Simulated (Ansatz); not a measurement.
Mn, space group P6_3/mmc: a test of the smearing width, run with Ansatz 0.2.0 through its Python package.

Script `mn_smear.py`:
```python
"""Smearing width test for Mn."""

import warnings

import ansatz as az

warnings.simplefilter("ignore", az.DeckWarning)

cell = (
    az.Lattice.of((2.483646, 0.0, 0.0), (-1.241823, 2.1509, 0.0), (0.0, 0.0, 4.026195))
    .atom("Mn", (2 / 3, 1 / 3, 0.75))
    .atom("Mn", (1 / 3, 2 / 3, 0.25))
    .moments(Mn=4)
)

job = (
    cell.calculation()
    .kpoints(13, 13, 7, center="gamma")
    .functional("PBEsol")
    .basis(450)
    .spin(az.SpinTreatment.COLLINEAR)
    .forces()
    .stress()
)

rows = []
for value in [0.25, 0.15, 0.1, 0.05, 0.025]:
    r = job.occupations("gaussian", width=value).run(threads=1).report
    rows.append((value, r["free_energy_ev"] / len(r["lattice"]["sites"]), r["n_iterations"], sum(r["stress_gpa"][i][i] for i in range(3)) / 3, max(abs(f) for row in r["forces_ev_ang"] for f in row), r["magnetization_mub"], r["n_kpoints"]))

print("  width (eV)   F/atom (eV)    iterations       P (GPa)  max component (eV/A)  moment (muB)      k-points")
for row in rows:
    print(f"{str(row[0]):>12s}  {row[1]:12.5f}  {row[2]:12d}  {row[3]:12.3f}  {row[4]:20.4f}  {row[5]:12.3f}  {row[6]:12d}")

# the last row is the reference
for row in rows[:-1]:
    shift = 1000 * (row[1] - rows[-1][1])
    print(f"{row[0]}: {shift:+.2f} meV/atom" + ("  (within 1 meV)" if abs(shift) < 1 else ""))
```

From its runs, with one value withheld:

| width (eV) | F less the first row (meV/atom) |
| --- | --- |
| 0.025 | 0.00 |
| 0.05 | -0.80 |
| 0.1 | ? |
| 0.15 | -7.24 |
| 0.25 | -20.30 |

What is the missing value at a width of 0.1 eV?

For this scheme F falls about as the square of the width where the density of states is smooth. A straight line through the rows shown, against the width squared, has slope -326.5 meV/eV² and intercept 0.11 meV, which gives -3.16 meV at 0.1 eV. The run gave -3.33 meV, a miss of 0.17 meV.

The SCF didn't keep the moments it started from (some shrank, vanished or turned); what is printed is the state reached. The mesh is modest for a metal, so energies can be off by several to tens of meV an atom and pressures by half a GPa or more; differences at equal mesh fare better. Forces vanish by symmetry here and test nothing. The narrowest width needs the finest mesh, so the last row is no converged reference. Pressure is positive in compression. At these settings the cell as given stands under about -11 GPa, so it isn't at this functional's equilibrium volume. This isn't the structure that Mn takes at ambient conditions. The script silences the warnings on its input, which a real study should read. It ran for 64 s on 1 thread of Intel(R) Xeon(R) Platinum 8488C (Sapphire Rapids) (shared host), peak memory 0.64 GiB.
